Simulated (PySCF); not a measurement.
# CH2I2: NMR shieldings, part 2 of 2

PySCF 2.14.0. Atoms count from 0.

### Step 5. NMR shieldings: B3LYP/pcJ-1 I:dyall-v2z (B3LYP), spin–orbit

Job settings and geometry (Å):

```
{"job": {"kind": "hnmr", "xc": "B3LYP", "basis": {"default": "pcJ-1", "I": "dyall-v2z"}, "rel": "so"}, "charge": 0, "multiplicity": 1}
I     -1.802404     0.863201     0.099828
C      0.012360    -0.262308     0.094495
I      1.818513     0.876325     0.007655
H      0.038996    -0.847241     1.018933
H     -0.008552    -0.912874    -0.785247
```

With the program's defaults for keys left out, this is: B3LYP/pcJ-1 I:dyall-v2z GIAO NMR shielding, X2C with spin-orbit coupling, screened-nuclear two-electron part, Gaussian nuclei, gas phase.

What it wrote:

```text
spin-free SCF
coarse grid: 26176 points
cycle   1  E = -14270.8450061766  dE = -4.749e-01  |g| = 3.041e-01  |ddm| = 2.207e+00
cycle   2  E = -14270.8294364275  dE =  1.557e-02  |g| = 3.398e-01  |ddm| = 6.206e-01
cycle   3  E = -14270.8513986971  dE = -2.196e-02  |g| = 1.321e-01  |ddm| = 4.207e-01
cycle   4  E = -14270.8557793927  dE = -4.381e-03  |g| = 3.947e-02  |ddm| = 1.289e-01
cycle   5  E = -14270.8560111963  dE = -2.318e-04  |g| = 3.797e-03  |ddm| = 3.034e-02
cycle   6  E = -14270.8560147679  dE = -3.572e-06  |g| = 5.712e-04  |ddm| = 6.578e-03
final grid: 50040 points
cycle   7  E = -14270.8569835718  dE = -4.638e-06  |g| = 1.118e-03  |ddm| = 1.571e-03
cycle   8  E = -14270.8569829375  dE =  6.343e-07  |g| = 1.796e-03  |ddm| = 2.557e-03
cycle   9  E = -14270.8569837690  dE = -8.314e-07  |g| = 2.564e-04  |ddm| = 1.809e-03
cycle  10  E = -14270.8569837855  dE = -1.659e-08  |g| = 6.845e-05  |ddm| = 2.138e-04
cycle  11  E = -14270.8569837862  dE = -6.185e-10  |g| = 4.902e-06  |ddm| = 4.612e-05
converged SCF energy = -14270.8569837862
two-component SCF
cycle   1  E = -14268.9902074149  dE = -1.427e+04  |FDS-SDF| = 1.724e+02
cycle   2  E = -14273.3294154736  dE = -4.339e+00  |FDS-SDF| = 4.575e-01
cycle   3  E = -14273.3308235927  dE = -1.408e-03  |FDS-SDF| = 2.116e-02
cycle   4  E = -14273.3309356538  dE = -1.121e-04  |FDS-SDF| = 1.236e-02
cycle   5  E = -14273.3309535294  dE = -1.788e-05  |FDS-SDF| = 2.733e-03
cycle   6  E = -14273.3309609865  dE = -7.457e-06  |FDS-SDF| = 1.292e-03
cycle   7  E = -14273.3309617943  dE = -8.077e-07  |FDS-SDF| = 9.166e-04
cycle   8  E = -14273.3309620505  dE = -2.562e-07  |FDS-SDF| = 1.142e-04
cycle   9  E = -14273.3309620548  dE = -4.329e-09  |FDS-SDF| = 1.888e-05
converged, E = -14273.3309620548

Field gradients (au) and densities at the nuclei (bohr^-3)
atom        Vxx        Vyy        Vzz        centre      nuclear mean
  0 I     -6.3104    -6.7586    13.0690     246245.852     238403.160
  1 C     -0.0043    -0.3431     0.3474        126.034        126.032
  2 I     -6.3155    -6.7588    13.0742     246245.860     238403.168
  3 H     -0.1350    -0.1461     0.2811          0.482          0.482
  4 H     -0.1350    -0.1460     0.2810          0.482          0.482
without picture change
  0 I                           14.1795                    538256.776
  2 I                           14.1852                    538256.794

Core orbital energies (eV)
atom   shell        mean    spread
  0 I  1s       -32999.126   0.000
  0 I  2s        -5118.377   0.000
  0 I  3s        -1041.242   0.000
  0 I  4s         -185.974   0.000
  0 I  5s          -19.267   0.000
  0 I  2p1/2     -4799.847   0.000
  0 I  2p3/2     -4501.831   0.040
  0 I  3p1/2      -909.447   0.000
  0 I  3p3/2      -852.873   0.113
  0 I  4p1/2      -139.519   0.000
  0 I  4p3/2      -128.421   0.280
  0 I  3d3/2      -621.066   0.111
  0 I  3d5/2      -609.326   0.145
  0 I  4d3/2       -53.408   0.337
  0 I  4d5/2       -51.649   0.452
  2 I  1s       -32999.125   0.000
  2 I  2s        -5118.376   0.000
  2 I  3s        -1041.240   0.000
  2 I  4s         -185.972   0.000
  2 I  5s          -19.262   0.000
  2 I  2p1/2     -4799.846   0.000
  2 I  2p3/2     -4501.830   0.040
  2 I  3p1/2      -909.446   0.000
  2 I  3p3/2      -852.871   0.113
  2 I  4p1/2      -139.517   0.000
  2 I  4p3/2      -128.420   0.280
  2 I  3d3/2      -621.065   0.112
  2 I  3d5/2      -609.324   0.145
  2 I  4d3/2       -53.406   0.337
  2 I  4d5/2       -51.647   0.452

Shielding tensors (ppm)
atom      isotropic    diamagn.    paramagn.     s11        s22        s33       span
  0 I      4510.94     5085.91     -574.97    3284.54    4112.78    6135.51    2850.96
  1 C       261.42      247.19       14.23     175.19     279.23     329.84     154.65
  2 I      4507.16     5085.90     -578.74    3277.18    4108.00    6136.31    2859.12
  3 H        27.43       28.57       -1.15      16.72      30.32      35.23      18.50
  4 H        27.43       28.56       -1.13      16.73      30.33      35.24      18.51
```

Wall time 5.2 min (1 thread of Arm Neoverse V1, shared host); peak memory 1.4 GiB.

From this job:

| quantity | value |
| --- | --- |
| energy from spin-orbit coupling | -2.4740 Eh |

### Step 6. NMR shieldings: BHandHLYP/pcJ-1 I:dyall-v2z (BHandHLYP), spin–orbit

Job settings and geometry (Å):

```
{"job": {"kind": "hnmr", "xc": "BHandHLYP", "basis": {"default": "pcJ-1", "I": "dyall-v2z"}, "rel": "so"}, "charge": 0, "multiplicity": 1}
I     -1.802404     0.863201     0.099828
C      0.012360    -0.262308     0.094495
I      1.818513     0.876325     0.007655
H      0.038996    -0.847241     1.018933
H     -0.008552    -0.912874    -0.785247
```

Method: BHandHLYP/pcJ-1 I:dyall-v2z GIAO NMR shielding, X2C with spin-orbit coupling, screened-nuclear two-electron part, Gaussian nuclei, gas phase.

What it wrote:

```text
spin-free SCF
coarse grid: 26176 points
cycle   1  E = -14270.6077297795  dE = -4.247e-01  |g| = 4.044e-01  |ddm| = 2.088e+00
cycle   2  E = -14270.5821490868  dE =  2.558e-02  |g| = 4.965e-01  |ddm| = 8.044e-01
cycle   3  E = -14270.6425262239  dE = -6.038e-02  |g| = 4.360e-02  |ddm| = 4.488e-01
cycle   4  E = -14270.6430796381  dE = -5.534e-04  |g| = 1.042e-02  |ddm| = 5.363e-02
cycle   5  E = -14270.6430995414  dE = -1.990e-05  |g| = 4.130e-03  |ddm| = 1.402e-02
cycle   6  E = -14270.6431020297  dE = -2.488e-06  |g| = 1.032e-03  |ddm| = 5.663e-03
final grid: 50040 points
cycle   7  E = -14270.6437191504  dE = -2.325e-06  |g| = 1.186e-03  |ddm| = 2.840e-03
cycle   8  E = -14270.6437188910  dE =  2.594e-07  |g| = 1.593e-03  |ddm| = 2.475e-03
cycle   9  E = -14270.6437194872  dE = -5.962e-07  |g| = 7.780e-05  |ddm| = 1.326e-03
cycle  10  E = -14270.6437194890  dE = -1.774e-09  |g| = 5.454e-05  |ddm| = 1.816e-04
converged SCF energy = -14270.6437194890
two-component SCF
cycle   1  E = -14268.7788504921  dE = -1.427e+04  |FDS-SDF| = 1.723e+02
cycle   2  E = -14273.1060287175  dE = -4.327e+00  |FDS-SDF| = 1.100e+00
cycle   3  E = -14273.1111290600  dE = -5.100e-03  |FDS-SDF| = 4.146e-02
cycle   4  E = -14273.1116005845  dE = -4.715e-04  |FDS-SDF| = 1.272e-02
cycle   5  E = -14273.1117553503  dE = -1.548e-04  |FDS-SDF| = 7.587e-03
cycle   6  E = -14273.1118273258  dE = -7.198e-05  |FDS-SDF| = 3.346e-03
cycle   7  E = -14273.1118484923  dE = -2.117e-05  |FDS-SDF| = 9.276e-04
cycle   8  E = -14273.1118489348  dE = -4.425e-07  |FDS-SDF| = 3.105e-04
cycle   9  E = -14273.1118489903  dE = -5.546e-08  |FDS-SDF| = 9.556e-05
cycle  10  E = -14273.1118489991  dE = -8.855e-09  |FDS-SDF| = 3.061e-05
converged, E = -14273.1118489991

Field gradients (au) and densities at the nuclei (bohr^-3)
atom        Vxx        Vyy        Vzz        centre      nuclear mean
  0 I     -6.5076    -6.8330    13.3406     245980.043     238160.883
  1 C     -0.0029    -0.3594     0.3624        125.809        125.807
  2 I     -6.5122    -6.8337    13.3459     245980.051     238160.891
  3 H     -0.1342    -0.1461     0.2803          0.475          0.475
  4 H     -0.1341    -0.1460     0.2801          0.475          0.475
without picture change
  0 I                           14.4880                    537700.741
  2 I                           14.4937                    537700.758

Core orbital energies (eV)
atom   shell        mean    spread
  0 I  1s       -33125.791   0.000
  0 I  2s        -5167.725   0.000
  0 I  3s        -1064.202   0.000
  0 I  4s         -195.488   0.000
  0 I  5s          -21.429   0.000
  0 I  2p1/2     -4842.637   0.000
  0 I  2p3/2     -4543.144   0.031
  0 I  3p1/2      -929.197   0.000
  0 I  3p3/2      -871.872   0.102
  0 I  4p1/2      -147.213   0.000
  0 I  4p3/2      -135.946   0.254
  0 I  3d3/2      -635.119   0.113
  0 I  3d5/2      -623.225   0.146
  0 I  4d3/2       -57.387   0.341
  0 I  4d5/2       -55.576   0.456
  2 I  1s       -33125.790   0.000
  2 I  2s        -5167.724   0.000
  2 I  3s        -1064.201   0.000
  2 I  4s         -195.486   0.000
  2 I  5s          -21.425   0.000
  2 I  2p1/2     -4842.636   0.000
  2 I  2p3/2     -4543.143   0.031
  2 I  3p1/2      -929.196   0.000
  2 I  3p3/2      -871.870   0.102
  2 I  4p1/2      -147.212   0.000
  2 I  4p3/2      -135.944   0.254
  2 I  3d3/2      -635.117   0.113
  2 I  3d5/2      -623.223   0.146
  2 I  4d3/2       -57.385   0.341
  2 I  4d5/2       -55.574   0.456

Shielding tensors (ppm)
atom      isotropic    diamagn.    paramagn.     s11        s22        s33       span
  0 I      4746.36     5085.88     -339.52    3616.26    4410.15    6212.68    2596.42
  1 C       273.16      247.02       26.14     188.30     299.17     332.00     143.70
  2 I      4743.25     5085.87     -342.62    3610.37    4406.31    6213.06    2602.70
  3 H        27.67       28.51       -0.84      16.88      30.11      36.02      19.14
  4 H        27.68       28.49       -0.81      16.89      30.12      36.03      19.14
```

Wall time 5.6 min (1 thread of Arm Neoverse V1, shared host); peak memory 1.4 GiB.

Key values:

| quantity | value |
| --- | --- |
| energy from spin-orbit coupling | -2.4681 Eh |

### Step 7. Shieldings side by side

| run | I2 | I0 | C1 | H3 | H4 | time |
| --- | --- | --- | --- | --- | --- | --- |
| step 3, PBE/pcJ-1 I:dyall-v2z (PBE), spin–orbit | 4444.1 | 4448.1 | 252.4 | 27.0 | 27.0 | 74 s |
| step 4, KT2/pcJ-1 I:dyall-v2z (KT2), spin–orbit | 4484.4 | 4488.0 | 261.4 | 26.7 | 26.7 | 68 s |
| step 5, B3LYP/pcJ-1 I:dyall-v2z (B3LYP), spin–orbit | 4507.2 | 4510.9 | 261.4 | 27.4 | 27.4 | 5.2 min |
| step 6, BHandHLYP/pcJ-1 I:dyall-v2z (BHandHLYP), spin–orbit | 4743.2 | 4746.4 | 273.2 | 27.7 | 27.7 | 5.6 min |

### Step 8. Outcome

What follows sums up all 2 parts.

```
                                                                                     quantity                                                 value
                                                                                  point group                                                   C2v
                                                         rotational constants (main isotopes)                                 22.84, 0.61, 0.59 GHz
            energy from spin-orbit coupling (step 3, PBE/pcJ-1 I:dyall-v2z (PBE), spin–orbit)                                            -2.4754 Eh
                                 shieldings (step 3, PBE/pcJ-1 I:dyall-v2z (PBE), spin–orbit)  I0 4448.1, C1 252.4, I2 4444.1, H3 27.0, H4 27.0 ppm
            energy from spin-orbit coupling (step 4, KT2/pcJ-1 I:dyall-v2z (KT2), spin–orbit)                                            -2.4769 Eh
                                 shieldings (step 4, KT2/pcJ-1 I:dyall-v2z (KT2), spin–orbit)  I0 4488.0, C1 261.4, I2 4484.4, H3 26.7, H4 26.7 ppm
        energy from spin-orbit coupling (step 5, B3LYP/pcJ-1 I:dyall-v2z (B3LYP), spin–orbit)                                            -2.4740 Eh
                             shieldings (step 5, B3LYP/pcJ-1 I:dyall-v2z (B3LYP), spin–orbit)  I0 4510.9, C1 261.4, I2 4507.2, H3 27.4, H4 27.4 ppm
energy from spin-orbit coupling (step 6, BHandHLYP/pcJ-1 I:dyall-v2z (BHandHLYP), spin–orbit)                                            -2.4681 Eh
                     shieldings (step 6, BHandHLYP/pcJ-1 I:dyall-v2z (BHandHLYP), spin–orbit)  I0 4746.4, C1 273.2, I2 4743.2, H3 27.7, H4 27.7 ppm
```

Over 2 steps the energy fell by 0.014 eV; of the close pairs, I0–C1 changed most, 2.112 to 2.135 Å. I2 (with its equivalent atoms) moves most between the runs, by 299 ppm; the labels say what changes from run to run.
